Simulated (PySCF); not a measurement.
**A gas-phase reaction: F3HHf + FH → F4Hf + H2**

What reaction energy should one expect for `[F][HfH]([F])[F]` + `F` → `[F][Hf]([F])([F])[F]` + `[H][H]`?

Programs: PySCF 2.14.0. All values are calculated, for the isolated system unless a continuum is named. Atoms count from 0, parts from 1.

## (1) Starting point

Each species was relaxed by itself at PBE0-D3(BJ)/def2-SVPD.

## (2) Reaction energy: wB97M-D3(BJ)/def2-TZVPD

Job settings and geometry (Å):

```
{"job": {"kind": "react", "xc": "wB97M-D3(BJ)", "basis": "def2-TZVPD"}, "charge": 0, "multiplicity": 1}
-1 F3HHf charge 0 multiplicity 1
F     -1.093670     1.309460     0.892050
Hf    -0.024840    -0.024220     0.041150
F      1.370730    -0.685580     1.163430
F     -1.069510    -1.420130    -0.736150
H      0.817280     0.820440    -1.360450

-1 FH charge 0 multiplicity 1
F      0.457660     0.044630     0.015520
H     -0.457660    -0.044630    -0.015520

+1 F4Hf charge 0 multiplicity 1
F      0.137520     0.178700     1.896060
Hf     0.000450    -0.001070    -0.000200
F     -1.683350    -0.784020    -0.447480
F      1.414810    -1.116420    -0.636720
F      0.130540     1.722780    -0.811600

+1 H2 charge 0 multiplicity 1
H      0.379480    -0.020720    -0.014100
H     -0.379480     0.020720     0.014100
```

Level: wB97M-D3(BJ)/def2-TZVPD reaction energy of separated species, gas phase.

Started as:

```
$ OMP_NUM_THREADS=1 python cluster_run.py task.json out
```

This one command runs all jobs of the session in turn.

Output:

```text
species 1 (F3HHf)
coarse grid: 27216 points
cycle   1  E = -348.3732825485  dE = -2.127e+01  |g| = 1.039e+00  |ddm| = 1.449e+01
cycle   2  E = -348.2306861060  dE =  1.426e-01  |g| = 1.489e+00  |ddm| = 1.036e+00
cycle   3  E = -348.5470872418  dE = -3.164e-01  |g| = 4.218e-02  |ddm| = 6.573e-01
cycle   4  E = -348.5480426330  dE = -9.554e-04  |g| = 1.856e-02  |ddm| = 8.339e-02
cycle   5  E = -348.5481855136  dE = -1.429e-04  |g| = 4.187e-03  |ddm| = 3.634e-02
cycle   6  E = -348.5482052942  dE = -1.978e-05  |g| = 1.204e-03  |ddm| = 1.558e-02
cycle   7  E = -348.5482060722  dE = -7.781e-07  |g| = 3.365e-04  |ddm| = 2.293e-03
final grid: 55560 points
cycle   8  E = -348.5483496135  dE = -1.656e-06  |g| = 4.182e-04  |ddm| = 3.217e-03
cycle   9  E = -348.5483496317  dE = -1.823e-08  |g| = 3.040e-04  |ddm| = 4.549e-04
cycle  10  E = -348.5483496437  dE = -1.200e-08  |g| = 1.138e-04  |ddm| = 1.653e-04
cycle  11  E = -348.5483496463  dE = -2.626e-09  |g| = 2.203e-05  |ddm| = 9.136e-05
cycle  12  E = -348.5483496466  dE = -2.523e-10  |g| = 6.489e-06  |ddm| = 3.126e-05
converged SCF energy = -348.5483496466

species 2 (FH)
coarse grid: 7776 points
cycle   1  E = -100.4688244978  dE = -9.408e-02  |g| = 4.644e-01  |ddm| = 6.197e-01
cycle   2  E = -100.4725055520  dE = -3.681e-03  |g| = 5.038e-01  |ddm| = 3.808e-01
cycle   3  E = -100.5053197128  dE = -3.281e-02  |g| = 2.574e-02  |ddm| = 1.678e-01
cycle   4  E = -100.5053956906  dE = -7.598e-05  |g| = 5.006e-03  |ddm| = 1.077e-02
cycle   5  E = -100.5054003316  dE = -4.641e-06  |g| = 4.334e-04  |ddm| = 3.766e-03
final grid: 16976 points
cycle   6  E = -100.5053931766  dE = -6.415e-08  |g| = 1.035e-04  |ddm| = 8.206e-04
cycle   7  E = -100.5053931801  dE = -3.459e-09  |g| = 7.642e-05  |ddm| = 2.163e-04
cycle   8  E = -100.5053931809  dE = -7.665e-10  |g| = 2.133e-05  |ddm| = 3.706e-05
converged SCF energy = -100.5053931809

species 3 (F4Hf)
coarse grid: 30040 points
cycle   1  E = -447.7433759355  dE = -2.203e+01  |g| = 1.169e+00  |ddm| = 1.680e+01
cycle   2  E = -447.5619643396  dE =  1.814e-01  |g| = 1.671e+00  |ddm| = 1.163e+00
cycle   3  E = -447.9566029436  dE = -3.946e-01  |g| = 3.830e-02  |ddm| = 7.128e-01
cycle   4  E = -447.9571049606  dE = -5.020e-04  |g| = 1.817e-02  |ddm| = 5.567e-02
cycle   5  E = -447.9571865233  dE = -8.156e-05  |g| = 2.603e-03  |ddm| = 2.214e-02
cycle   6  E = -447.9571922183  dE = -5.695e-06  |g| = 6.685e-04  |ddm| = 7.323e-03
final grid: 61792 points
cycle   7  E = -447.9572767260  dE = -1.687e-06  |g| = 7.348e-04  |ddm| = 3.036e-03
cycle   8  E = -447.9572767238  dE =  2.283e-09  |g| = 8.441e-04  |ddm| = 8.481e-04
cycle   9  E = -447.9572768211  dE = -9.731e-08  |g| = 7.235e-05  |ddm| = 3.299e-04
cycle  10  E = -447.9572768234  dE = -2.380e-09  |g| = 1.376e-05  |ddm| = 1.296e-04
cycle  11  E = -447.9572768236  dE = -1.531e-10  |g| = 6.640e-06  |ddm| = 3.299e-05
converged SCF energy = -447.9572768236

species 4 (H2)
coarse grid: 4944 points
cycle   1  E = -1.1694178418  dE = -2.751e-01  |g| = 9.862e-03  |ddm| = 4.504e-01
cycle   2  E = -1.1694520796  dE = -3.424e-05  |g| = 1.161e-03  |ddm| = 9.676e-03
cycle   3  E = -1.1694527618  dE = -6.822e-07  |g| = 1.815e-04  |ddm| = 1.918e-03
final grid: 10744 points
cycle   4  E = -1.1694518071  dE = -2.396e-08  |g| = 4.106e-05  |ddm| = 3.862e-04
cycle   5  E = -1.1694518084  dE = -1.264e-09  |g| = 9.606e-06  |ddm| = 9.154e-05
cycle   6  E = -1.1694518084  dE = -7.491e-11  |g| = 3.021e-07  |ddm| = 2.865e-05
converged SCF energy = -1.1694518084

Reaction energy = -45.862 kcal/mol
```

Wall time 41 s (1 thread of Arm Neoverse N1, shared host); peak memory 0.7 GiB.

Species by species (with the dispersion term, which the log's SCF energies lack):

```csv
ν,species,energy (Eh),HOMO (eV)
-1,[F][HfH]([F])[F],-348.55051,-11.66
-1,F,-100.50563,-14.54
+1,[F][Hf]([F])([F])[F],-447.95956,-14.79
+1,[H][H],-1.16967,-14.48
```

## (3) Reaction energy: PBE0-D3(BJ)/def2-TZVPD

Same as in step 2 but for these lines:

```diff
@@ -1,2 +1,2 @@
-{"job": {"kind": "react", "xc": "wB97M-D3(BJ)", "basis": "def2-TZVPD"}, "charge": 0, "multiplicity": 1}
+{"job": {"kind": "react", "xc": "PBE0", "basis": "def2-TZVPD", "disp": "d3bj"}, "charge": 0, "multiplicity": 1}
 -1 F3HHf charge 0 multiplicity 1
```

Method: PBE0-D3(BJ)/def2-TZVPD reaction energy of separated species, gas phase.

Output:

```text
species 1 (F3HHf)
coarse grid: 27216 points
cycle   1  E = -348.0889664681  dE = -2.107e+01  |g| = 9.736e-01  |ddm| = 1.452e+01
cycle   2  E = -347.6628733289  dE =  4.261e-01  |g| = 1.928e+00  |ddm| = 1.172e+00
cycle   3  E = -348.2296035529  dE = -5.667e-01  |g| = 1.297e-01  |ddm| = 8.782e-01
cycle   4  E = -348.2335470793  dE = -3.944e-03  |g| = 3.793e-02  |ddm| = 1.529e-01
cycle   5  E = -348.2338868965  dE = -3.398e-04  |g| = 5.284e-03  |ddm| = 4.036e-02
cycle   6  E = -348.2338941949  dE = -7.298e-06  |g| = 9.999e-04  |ddm| = 4.060e-03
final grid: 55560 points
cycle   7  E = -348.2340322859  dE = -1.391e-06  |g| = 1.177e-03  |ddm| = 2.461e-03
cycle   8  E = -348.2340319666  dE =  3.193e-07  |g| = 1.862e-03  |ddm| = 1.454e-03
cycle   9  E = -348.2340324981  dE = -5.315e-07  |g| = 2.333e-04  |ddm| = 9.392e-04
cycle  10  E = -348.2340325077  dE = -9.569e-09  |g| = 1.758e-05  |ddm| = 1.224e-04
cycle  11  E = -348.2340325077  dE = -7.321e-11  |g| = 6.274e-06  |ddm| = 1.747e-05
converged SCF energy = -348.2340325077

species 2 (FH)
coarse grid: 1712 points
cycle   1  E = -100.3540330673  dE = -3.605e-02  |g| = 4.957e-01  |ddm| = 6.253e-01
cycle   2  E = -100.3145174252  dE =  3.952e-02  |g| = 7.429e-01  |ddm| = 5.125e-01
cycle   3  E = -100.3937528332  dE = -7.924e-02  |g| = 2.284e-02  |ddm| = 2.892e-01
cycle   4  E = -100.3938284035  dE = -7.557e-05  |g| = 4.204e-03  |ddm| = 9.787e-03
cycle   5  E = -100.3938303869  dE = -1.983e-06  |g| = 3.553e-04  |ddm| = 1.247e-03
final grid: 16976 points
cycle   6  E = -100.3948393844  dE = -1.849e-05  |g| = 3.962e-03  |ddm| = 7.407e-03
cycle   7  E = -100.3948374977  dE =  1.887e-06  |g| = 5.445e-03  |ddm| = 3.323e-03
cycle   8  E = -100.3948415076  dE = -4.010e-06  |g| = 1.004e-04  |ddm| = 1.994e-03
cycle   9  E = -100.3948415089  dE = -1.306e-09  |g| = 1.789e-05  |ddm| = 3.962e-05
cycle  10  E = -100.3948415089  dE = -4.866e-11  |g| = 3.040e-06  |ddm| = 1.029e-05
converged SCF energy = -100.3948415089

species 3 (F4Hf)
coarse grid: 30040 points
cycle   1  E = -447.3418700185  dE = -2.180e+01  |g| = 1.125e+00  |ddm| = 1.681e+01
cycle   2  E = -446.7563678885  dE =  5.855e-01  |g| = 2.255e+00  |ddm| = 1.373e+00
cycle   3  E = -447.5292892191  dE = -7.729e-01  |g| = 1.290e-01  |ddm| = 1.015e+00
cycle   4  E = -447.5329882892  dE = -3.699e-03  |g| = 3.614e-02  |ddm| = 1.411e-01
cycle   5  E = -447.5332557583  dE = -2.675e-04  |g| = 2.478e-03  |ddm| = 2.677e-02
cycle   6  E = -447.5332568465  dE = -1.088e-06  |g| = 3.158e-04  |ddm| = 1.819e-03
final grid: 61792 points
cycle   7  E = -447.5333279545  dE = -1.291e-06  |g| = 5.126e-04  |ddm| = 1.843e-03
cycle   8  E = -447.5333278763  dE =  7.820e-08  |g| = 8.777e-04  |ddm| = 5.815e-04
cycle   9  E = -447.5333279928  dE = -1.165e-07  |g| = 3.519e-05  |ddm| = 3.678e-04
cycle  10  E = -447.5333279930  dE = -1.602e-10  |g| = 1.032e-05  |ddm| = 2.484e-05
converged SCF energy = -447.5333279930

species 4 (H2)
coarse grid: 1240 points
cycle   1  E = -1.1670651270  dE = -2.327e-01  |g| = 2.266e-02  |ddm| = 4.588e-01
cycle   2  E = -1.1672525684  dE = -1.874e-04  |g| = 3.233e-03  |ddm| = 1.896e-02
cycle   3  E = -1.1672570244  dE = -4.456e-06  |g| = 9.768e-05  |ddm| = 2.761e-03
final grid: 10744 points
cycle   4  E = -1.1681369376  dE = -1.915e-06  |g| = 2.726e-04  |ddm| = 1.556e-03
cycle   5  E = -1.1681369657  dE = -2.808e-08  |g| = 3.979e-05  |ddm| = 2.443e-04
cycle   6  E = -1.1681369663  dE = -6.276e-10  |g| = 1.239e-06  |ddm| = 3.086e-05
converged SCF energy = -1.1681369663

Reaction energy = -45.631 kcal/mol
```

Wall time 22 s (1 thread of Arm Neoverse N1, shared host); peak memory 0.62 GiB.

Reaction energy at this level: -45.63 kcal/mol.

## (4) Side by side

Energies in kcal/mol, with wall time:

```csv
run,reaction,time
wB97M-D3(BJ)/def2-TZVPD,-45.86,41 s
PBE0-D3(BJ)/def2-TZVPD,-45.63,22 s
```

## (5) Summary of results

```
                                                quantity                      value
               reaction energy (wB97M-D3(BJ)/def2-TZVPD)            -45.86 kcal/mol
                     ΔH, ΔG at 298 K (xTB thermal terms)      -47.3, -45.1 kcal/mol
range of the reaction energy over the runs of this table  -45.86 to -45.63 kcal/mol
```

In words: The reaction is exothermic by 47.3 kcal/mol in the gas phase; dispersion gives -0.06, and xTB itself gave -22.93 for the electronic energy (xTB energies and thermal terms come from the earlier relaxation of each species, not shown). No barrier was sought. xTB and this level differ widely in the electronic energy, so what comes from xTB (the thermal terms above all) is less safe here. The reaction energy runs from -45.86 (wB97M-D3(BJ)/def2-TZVPD) to -45.63 kcal/mol (PBE0-D3(BJ)/def2-TZVPD).
